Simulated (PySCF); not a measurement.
# CH₈N₂OSi₂: electronic excitations

Wanted: the electronic excitations of CH₈N₂OSi₂ (`N[SiH2][SiH2]NC=O`), by calculation.

Computed with PySCF 2.14.0, with density-fitted response routines of our own, on a single molecule in the gas phase. Atoms count from 0, in the outputs and in this text.

## (1) The starting structure

14 atoms, charge 0, multiplicity 1; geometry from: GFN2-xTB.

Bonds of the start (Å): N0–Si1 1.74, Si1–Si2 2.31, Si2–N3 1.78, N3–C4 1.33, C4–O5 1.21, N0–H6 1.01, N0–H7 1.01, Si1–H8 1.46, Si1–H9 1.47, Si2–H10 1.47, Si2–H11 1.48, N3–H12 1.01, C4–H13 1.11.

## (2) Ultraviolet spectrum: B3LYP/def2-SVPD

Job settings and geometry (Å):

```
{"job": {"kind": "uv", "xc": "B3LYP", "basis": "def2-SVPD", "nstates": 8, "ntriplets": 3}, "charge": 0, "multiplicity": 1}
N     -2.671896    -0.019287    -0.256175
Si    -1.148282     0.407509     0.470239
Si     0.345203    -0.571067    -0.990204
N      1.943906    -0.367812    -0.236247
C      2.099417     0.244148     0.937472
O      1.198863     0.723220     1.591380
H     -3.512726     0.167793     0.265576
H     -2.839614     0.188284    -1.227336
H     -1.282579    -0.211879     1.786764
H     -0.983476     1.867057     0.580280
H      0.343645    -2.021429    -1.247273
H      0.583996     0.026050    -2.319709
H      2.777995    -0.723477    -0.673355
H      3.144870     0.290417     1.296422
```

With the program's defaults for keys left out, this is: TDDFT B3LYP/def2-SVPD, vertical, gas phase, core orbitals frozen in the response.

On the command line:

```console
OMP_NUM_THREADS=1 python probes_run.py task.json out
```

One launch serves the whole session: the jobs run in the order shown.

The log of the run:

```text
coarse grid: 12504 points
cycle   1  E = -806.1176262294  dE =  6.787e-01  |g| = 9.026e-01  |ddm| = 4.783e+00
cycle   2  E = -805.4041348759  dE =  7.135e-01  |g| = 2.026e+00  |ddm| = 4.221e+00
cycle   3  E = -806.2635364906  dE = -8.594e-01  |g| = 3.318e-01  |ddm| = 3.392e+00
cycle   4  E = -806.2847136590  dE = -2.118e-02  |g| = 1.182e-01  |ddm| = 4.443e-01
cycle   5  E = -806.2876628835  dE = -2.949e-03  |g| = 1.115e-02  |ddm| = 1.683e-01
cycle   6  E = -806.2876921852  dE = -2.930e-05  |g| = 5.009e-03  |ddm| = 2.589e-02
cycle   7  E = -806.2876980366  dE = -5.851e-06  |g| = 1.648e-03  |ddm| = 8.034e-03
final grid: 111232 points
cycle   8  E = -806.3939150909  dE = -1.509e-05  |g| = 6.959e-03  |ddm| = 6.463e-02
cycle   9  E = -806.3938891894  dE =  2.590e-05  |g| = 1.322e-02  |ddm| = 2.317e-02
cycle  10  E = -806.3939246550  dE = -3.547e-05  |g| = 1.745e-03  |ddm| = 1.439e-02
cycle  11  E = -806.3939253067  dE = -6.517e-07  |g| = 1.917e-04  |ddm| = 2.023e-03
cycle  12  E = -806.3939253138  dE = -7.037e-09  |g| = 8.842e-05  |ddm| = 5.001e-04
cycle  13  E = -806.3939253159  dE = -2.164e-09  |g| = 1.911e-05  |ddm| = 1.402e-04
cycle  14  E = -806.3939253160  dE = -7.867e-11  |g| = 7.896e-06  |ddm| = 3.105e-05
converged SCF energy = -806.3939253160

Static polarisability (au): isotropic 87.113, principal 68.680 92.657 100.001

Singlet excitations
state   eV       nm        f      main configurations
  1   5.2201    237.5   0.00253   H->L 0.97
  2   5.7497    215.6   0.00213   H-1->L+1 0.85
  3   5.8949    210.3   0.00333   H->L+1 0.88
  4   6.1503    201.6   0.00797   H->L+2 0.74, H-2->L 0.12
  5   6.1934    200.2   0.00504   H-2->L 0.79
  6   6.2419    198.6   0.02105   H-1->L 0.72, H-2->L+1 0.16
  7   6.2749    197.6   0.01026   H->L+3 0.87
  8   6.7629    183.3   0.01861   H->L+4 0.80

Triplet excitations (Tamm-Dancoff, eV): 5.0298 5.3107 5.3615
```

Run time: 58 s. Hardware: 1 thread of Intel Xeon at 2.50GHz, shared host; peak memory 0.79 GiB.

The orbitals next to the gap, with their largest atomic shares:

```tsv
orbital	eV	atoms
HOMO−3	-8.54	Si1 28 %, Si2 25 %, H8 11 %
HOMO−2	-7.78	N3 38 %, O5 27 %, Si2 9 %
HOMO−1	-7.63	O5 58 %, C4 11 %, H13 7 %
HOMO	-6.81	N0 60 %, Si1 13 %, H9 9 %
LUMO	-0.59	Si2 30 %, Si1 16 %, H11 11 %
LUMO+1	-0.20	C4 37 %, O5 21 %, N3 14 %
LUMO+2	0.12	Si2 22 %, Si1 14 %, H12 14 %
```

With each of the 8 states as a Gaussian band of 0.4 eV half-width at 1/e, the curve within the window shown has maxima at 199 nm (ε 2,000) L/(mol cm). Beyond the last state computed it falls off for lack of states. The curve at chosen wavelengths:

| nm | ε (L/mol/cm) |
| --- | --- |
| 176 | 454 |
| 180 | 770 |
| 183 | 1003 |
| 187 | 1304 |
| 191 | 1618 |
| 194 | 1834 |
| 198 | 1990 |
| 202 | 1907 |
| 205 | 1695 |
| 209 | 1305 |
| 213 | 914 |
| 216 | 670 |
| 220 | 433 |
| 224 | 287 |
| 228 | 206 |
| 231 | 171 |
| 235 | 143 |
| 239 | 124 |
| 242 | 110 |
| 246 | 91 |
| 250 | 72 |
| 253 | 57 |
| 257 | 41 |
| 261 | 27 |
| 264 | 20 |
| 268 | 12 |

Ground-state properties from the same run:

```tsv
property	computed
dipole moment (D)	2.69
polarisability (Å³)	12.91
HOMO–LUMO gap (eV)	6.22
−ε(HOMO) (eV)	6.81
```

## (3) Summary of results

| quantity | value |
| --- | --- |
| lowest singlet (B3LYP/def2-SVPD) | 5.22 eV (238 nm), f = 0.003 |
| brightest single state of those computed | state 6, 6.24 eV, f = 0.021 |
| lowest triplet | 5.03 eV |

The first singlet state (HOMO→LUMO 0.97) lies at 5.22 eV and is weak; of the 8 states computed, the strongest absorption comes from state 6 at 6.24 eV. The lowest triplet lies 0.19 eV below the lowest singlet (triplets in Tamm-Dancoff, singlets in full TDDFT).
